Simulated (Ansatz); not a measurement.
# H9NO3Si: the cost of one run

All numbers below are computed with Ansatz 0.2.0 (UKS PBE0-D4/6-31G).

## Step 1: The starting structure

Bond lengths: Si1–O2 2.065 Å, Si1–H3 1.478 Å, Si1–H4 1.460 Å, Si1–O5 1.621 Å, Si1–N7 2.125 Å, O2–H10 0.954 Å, O5–H11 0.952 Å, N7–H12 1.011 Å, N7–H13 1.012 Å, O9–H14 0.959 Å. Angles (14 of 15 angles, heavy atoms first): O2–Si1–O5 118.1°, O2–Si1–N7 81.7°, O5–Si1–N7 91.1°, Si1–O2–H10 107.1°, O2–Si1–H3 86.8°, O2–Si1–H4 111.3°, H3–Si1–O5 91.5°, H3–Si1–N7 168.1°, H4–Si1–O5 128.7°, H4–Si1–N7 82.9°, Si1–O5–H11 122.5°, Si1–N7–H12 113.6°, Si1–N7–H13 114.9°, H3–Si1–H4 104.5°.

Coordinates:

```xyz
14

Si    1.2422    0.5272   -0.1322
O     0.6167   -1.2061    0.7995
H     2.6097    0.1653    0.2960
H     0.9114    1.7060    0.6623
O     1.6649    0.4431   -1.6953
H    -1.4890    0.0525    0.3540
N    -0.8167    0.6261   -0.6506
H    -0.5879   -1.0574    1.1894
O    -1.8152   -0.7323    1.3103
H     1.1618   -1.3209    1.5740
H     1.0429    0.5835   -2.4020
H    -1.1650    1.5705   -0.7451
H    -1.0736    0.0998   -1.4758
H    -2.3022   -1.4573    0.9154
```

## Step 2: Run 1

150 steps of 0.5 fs at constant energy, with velocities drawn for 600 K.

File input.yaml:

```yaml
crystal:
  periodic: [false, false, false]
  atoms:
    - { symbol: Si, position_ang: [1.2422, 0.5272, -0.1322] }
    - { symbol: O, position_ang: [0.6167, -1.2061, 0.7995] }
    - { symbol: H, position_ang: [2.6097, 0.1653, 0.296] }
    - { symbol: H, position_ang: [0.9114, 1.706, 0.6623] }
    - { symbol: O, position_ang: [1.6649, 0.4431, -1.6953] }
    - { symbol: H, position_ang: [-1.489, 0.0525, 0.354] }
    - { symbol: "N", position_ang: [-0.8167, 0.6261, -0.6506] }
    - { symbol: H, position_ang: [-0.5879, -1.0574, 1.1894] }
    - { symbol: O, position_ang: [-1.8152, -0.7323, 1.3103] }
    - { symbol: H, position_ang: [1.1618, -1.3209, 1.574] }
    - { symbol: H, position_ang: [1.0429, 0.5835, -2.402] }
    - { symbol: H, position_ang: [-1.165, 1.5705, -0.7451] }
    - { symbol: H, position_ang: [-1.0736, 0.0998, -1.4758] }
    - { symbol: H, position_ang: [-2.3022, -1.4573, 0.9154] }
magnetization:
  spin_polarized: true
basis:
  gaussian: { orbitals: "6-31G" }
hamiltonian:
  xc: pbe0
  dispersion: d4
md:
  timestep: 0.5
  n_steps: 150
  ensemble: nve
  temperature: 600.0
  initial_velocities: maxwell_boltzmann
  seed: 995569
```

Command:

```
$ ansatz run input.yaml --threads 1 --pin off --max-ram 2048MiB --backend cpu --events-out ev --progress --plain --runs-dir out
```

**Question.** How long does this run take on 1 thread of Arm Neoverse V1, shared host, and how much memory does it need?

About 17 min, with a peak of 0.21 GiB.
